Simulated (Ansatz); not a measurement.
# CH3F2NbS: the cost of one run

Program: Ansatz 0.2.0, Gaussian basis. Level of theory: the settings change from run to run. These are calculated values, not measurements.

**1. The relaxed structure**

The structure was relaxed beforehand with PBE0-D4 in a triple-zeta def2 set. Nb takes a core potential in def2 sets; no spin-orbit term is included.

SMILES `[CH3][Nb]([F])([F])=[S]`, 8 atoms, charge 0, spin multiplicity 1.

Atoms are counted from 1 here; the program's logs count them from 0.

Bond lengths: C1–Nb2 2.122 Å, C1–H6 1.097 Å, C1–H7 1.093 Å, C1–H8 1.094 Å, Nb2–F3 1.855 Å, Nb2–F4 1.855 Å, Nb2–S5 2.130 Å. Angles: Nb2–C1–H6 108.2°, Nb2–C1–H7 110.8°, Nb2–C1–H8 110.7°, H6–C1–H7 109.4°, H6–C1–H8 109.4°, H7–C1–H8 108.3°, C1–Nb2–F3 107.3°, C1–Nb2–F4 107.3°, C1–Nb2–S5 103.6°, F3–Nb2–F4 116.6°, F3–Nb2–S5 110.6°, F4–Nb2–S5 110.6°.

**2. wB97X-V/x2c-TZVPPall**

This run has atoms shaken by 0.15 Å, finite nuclei.

Contents of in.yaml:

```yaml
crystal:
  periodic: [false, false, false]
  atoms:
    - {symbol: C, position_ang: [-0.819576, 0.199845, 0.604986]}
    - {symbol: Nb, position_ang: [0.705586, -0.112878, -0.806696]}
    - {symbol: F, position_ang: [2.126208, -1.302244, 0.103533]}
    - {symbol: F, position_ang: [0.265257, -0.389104, -2.327957]}
    - {symbol: S, position_ang: [1.673782, 1.897407, -0.388715]}
    - {symbol: H, position_ang: [-1.458279, -1.295348, 0.400119]}
    - {symbol: H, position_ang: [-0.814189, 0.082663, 1.433065]}
    - {symbol: H, position_ang: [-1.471604, 0.868276, 0.162903]}
basis:
  gaussian: {orbitals: x2c-TZVPPall, nuclear_model: gaussian}
hamiltonian: {xc: {name: wB97X-V}}
```

Run with:

```console
$ ansatz run in.yaml --threads 4 --pin off --events-out ev --progress --plain --max-ram 10444MiB
```

Q: Estimate wall time and peak memory on 4 threads of Arm Neoverse V1, shared host.

About 14 s, with a peak of 0.85 GiB.
